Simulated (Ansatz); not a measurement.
# Si3Br: the cost of one run

Program: Ansatz 0.2.0. Level of theory: DFT PBE, scalar-relativistic, plane waves, PAW. These are calculated values, not measurements.

## Step 1: The structure to begin with

The structure is hexagonal, space group P-6m2 (No. 187). The conventional cell has a = 3.145 Å, b = 3.145 Å, c = 9.797 Å, α = 90.00°, β = 90.00°, γ = 120.00°. Si (site symmetry -6m2) has 12 Si at 2.96 to 3.14 Å as nearest neighbours. Si (site symmetry 3m) has 9 Si at 2.96 to 3.14 Å and 3 Br at 3.14 Å as nearest neighbours. Around Br (site symmetry -6m2) lie 6 Si at 3.14 Å and 6 Br at 3.14 Å.

Structure file:

```
Si Br
1.0
     3.14493    0.00000    0.00000
    -1.57246    2.72359    0.00000
     0.00000    0.00000    9.79698
Si Br
3 1
Direct
  0.00000 0.00000 0.00000
  0.66667 0.33333 0.76162
  0.66667 0.33333 0.23838
  0.00000 0.00000 0.50000
```

Recipe of the guess: species swapped into a database cell of Co3Ir (P-6m2, No. 187), with Si on the Co sites and Br on the Ir sites. Lengths come from tabulated atomic sizes and are only a guess.

## Step 2: A first look at the guess

The input, input.yaml:

```yaml
crystal:
  lattice:
    - [3.1449266, 0.0, 0.0]
    - [-1.5724633, 2.72358633, 0.0]
    - [0.0, 0.0, 9.79697746]
  atoms:
    - { symbol: Si, position: [0.0, 0.0, 0.0] }
    - { symbol: Si, position: [0.66666667, 0.33333333, 0.76162153] }
    - { symbol: Si, position: [0.66666667, 0.33333333, 0.23837847] }
    - { symbol: Br, position: [0.0, 0.0, 0.5] }
basis:
  ecutwfc: 420
kpoints:
  mp_grid: { grid: [6, 6, 2] }
hamiltonian:
  xc: pbe
scf:
  occupations: { method: gaussian, width: 0.1 }
  lower_state_search: "off"
output:
  forces: true
  stress: true
  eigenvalues: true
```

On the command line:

```
$ ansatz run input.yaml --threads 1 --pin off --max-ram 2560MiB --backend cpu --events-out ev --progress --plain --runs-dir out
```

**Question.** How long does this run take on 1 thread of Intel Xeon 6975P-C (Granite Rapids), shared host, and how much memory does it need?

About 1.2 s, with a peak of 0.38 GiB.
